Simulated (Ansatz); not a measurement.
# C₂H₈AlFO: one species, many methods

Aim: compute C₂H₈AlFO with functionals from several rungs and with coupled cluster. The yardstick is the atomisation energy at the CCSD(T) limit.

Method: functionals in def2-TZVPP, the program's frozen cores in correlated methods; program: Ansatz 0.2.0, Gaussian basis.

Plan: LDA (SPW92), PBE-D4, revPBE-D4, BLYP-D4, r2SCAN-D4, B97M-V, PBE0-D4, B3LYP-D4, r2SCANh-D4, r2SCAN0-D4, HSE06-D4, BHLYP-D4, CAM-B3LYP-D4, LC-ωPBE, ωB97X-V, ωB97M-V, B2PLYP, PBE-QIDH; CCSD(T)/def2-SVP; CCSD(T)/def2-TZVPP; MP2/def2-QZVPP; extrapolation to the limit; RPA on PBE.

**1. The relaxed structure**

An earlier PBE0-D4 in a triple-zeta def2 set relaxation fixed the geometry.

SMILES `[CH3][Al-]([CH3])([OH2+])[F]`, 13 atoms, charge 0, spin multiplicity 1.

Atoms are counted from 1 here; the program's logs count them from 0.

Bond lengths: C1–Al2 1.951 Å, C1–H6 1.095 Å, C1–H7 1.094 Å, C1–H8 1.095 Å, Al2–C3 1.961 Å, Al2–O4 2.023 Å, Al2–F5 1.691 Å, C3–H9 1.095 Å, C3–H10 1.096 Å, C3–H11 1.095 Å, O4–H12 0.963 Å, O4–H13 0.968 Å. Angles: Al2–C1–H6 112.0°, Al2–C1–H7 112.1°, Al2–C1–H8 111.3°, H6–C1–H7 107.5°, H6–C1–H8 106.7°, H7–C1–H8 106.9°, C1–Al2–C3 122.5°, C1–Al2–O4 105.3°, C1–Al2–F5 115.6°, C3–Al2–O4 100.6°, C3–Al2–F5 115.6°, O4–Al2–F5 88.4°, Al2–C3–H9 113.1°, Al2–C3–H10 112.4°, Al2–C3–H11 110.8°, H9–C3–H10 107.7°, H9–C3–H11 106.3°, H10–C3–H11 106.0° and more.

Coordinates:

| atom | x (Å) | y (Å) | z (Å) |
| --- | --- | --- | --- |
| C1 | -1.7259 | 0.2183 | -0.8756 |
| Al2 | 0.1657 | 0.1817 | -0.3988 |
| C3 | 1.0550 | -1.4395 | 0.2557 |
| O4 | 0.3312 | 1.3784 | 1.2244 |
| F5 | 1.1516 | 1.2678 | -1.2398 |
| H6 | -2.3502 | -0.2553 | -0.1109 |
| H7 | -2.0953 | 1.2386 | -1.0166 |
| H8 | -1.9112 | -0.3194 | -1.8114 |
| H9 | 2.0870 | -1.2637 | 0.5781 |
| H10 | 0.5188 | -1.9023 | 1.0923 |
| H11 | 1.1035 | -2.2004 | -0.5305 |
| H12 | 0.7985 | 0.9701 | 1.9613 |
| H13 | 0.8919 | 2.0911 | 0.8866 |

**2. LDA**

This LDA is Slater exchange with PW92 correlation.

Contents of in.yaml:

```yaml
crystal:
  periodic: [false, false, false]
  atoms:
    - {symbol: C, position_ang: [-1.725929, 0.218294, -0.875590]}
    - {symbol: Al, position_ang: [0.165670, 0.181650, -0.398764]}
    - {symbol: C, position_ang: [1.054974, -1.439487, 0.255733]}
    - {symbol: O, position_ang: [0.331169, 1.378405, 1.224386]}
    - {symbol: F, position_ang: [1.151600, 1.267846, -1.239799]}
    - {symbol: H, position_ang: [-2.350230, -0.255330, -0.110886]}
    - {symbol: H, position_ang: [-2.095292, 1.238585, -1.016636]}
    - {symbol: H, position_ang: [-1.911248, -0.319396, -1.811372]}
    - {symbol: H, position_ang: [2.086977, -1.263742, 0.578126]}
    - {symbol: H, position_ang: [0.518785, -1.902280, 1.092271]}
    - {symbol: H, position_ang: [1.103463, -2.200431, -0.530498]}
    - {symbol: H, position_ang: [0.798461, 0.970075, 1.961253]}
    - {symbol: H, position_ang: [0.891900, 2.091113, 0.886575]}
basis:
  gaussian: {orbitals: def2-TZVPP}
hamiltonian: {xc: lda}
output: {orbitals: {seedname: orbitals}}
```

The runs that follow: PBE-D4 (GGA); revPBE-D4 (GGA); BLYP-D4 (GGA); r2SCAN-D4 (meta-GGA); B97M-V (meta-GGA); PBE0-D4 (hybrid); B3LYP-D4 (hybrid); r2SCANh-D4 (hybrid); r2SCAN0-D4 (hybrid); HSE06-D4 (hybrid); BHLYP-D4 (hybrid); CAM-B3LYP-D4 (range-separated); LC-ωPBE-D4 (range-separated); ωB97X-V (range-separated); ωB97M-V (range-separated); B2PLYP (double hybrid); PBE-QIDH (double hybrid); CCSD(T) in def2-SVP; CCSD(T) in def2-TZVPP; MP2 in def2-QZVPP; RPA on PBE orbitals.

Q: Predict the results of all the runs planned. Wanted: atomisation energy, CCSD(T)/CBS; farthest beyond LDA; mean size of error, GGA; mean size of error, meta-GGA; mean size of error, hybrid; mean size of error, range-separated; mean size of error, double hybrid; gap, smallest and largest; T1 diagnostic.

**Answer**, as computed:

```
                               quantity                                             value
        atomisation energy, CCSD(T)/CBS                                     4830.6 kJ/mol
 functionals within 24.2 kJ/mol (0.5 %)  PBE-D4, r2SCAN-D4, B97M-V, CAM-B3LYP-D4, ωB97M-V
                    farthest beyond LDA                          BHLYP-D4 (-153.2 kJ/mol)
                mean size of error, GGA                                       54.5 kJ/mol
           mean size of error, meta-GGA                                       13.7 kJ/mol
             mean size of error, hybrid                                       67.3 kJ/mol
    mean size of error, range-separated                                       19.6 kJ/mol
      mean size of error, double hybrid                                       67.2 kJ/mol
              gap, smallest and largest             4.54 eV (BLYP-D4), 11.83 eV (LC-ωPBE)
                          T1 diagnostic                                            0.0101
triples share of the correlation energy                                             3.1 %
```

LDA overbinds by 586.5 kJ/mol (12 %). PBE-D4 misses by +15.7 kJ/mol. Double hybrids carry the basis error of their MP2 part in triple zeta, and no dispersion term here, so their miss is partly the set-up's. The rungs meta-GGA, range-separated miss on average by less than the doubt on the reference (24.2 kJ/mol), so they tie. Misses under about 24.2 kJ/mol are within the doubt on the reference itself, which lacks core-valence correlation, relativity and higher excitations. Hartree-Fock recovers 75 % of the binding; the rest is correlation. CCSD(T) in def2-SVP is off by -249.1 kJ/mol, which most functionals beat. The gap grows from 4.5 to 11.8 eV across the functionals, mostly with the share of exact exchange.
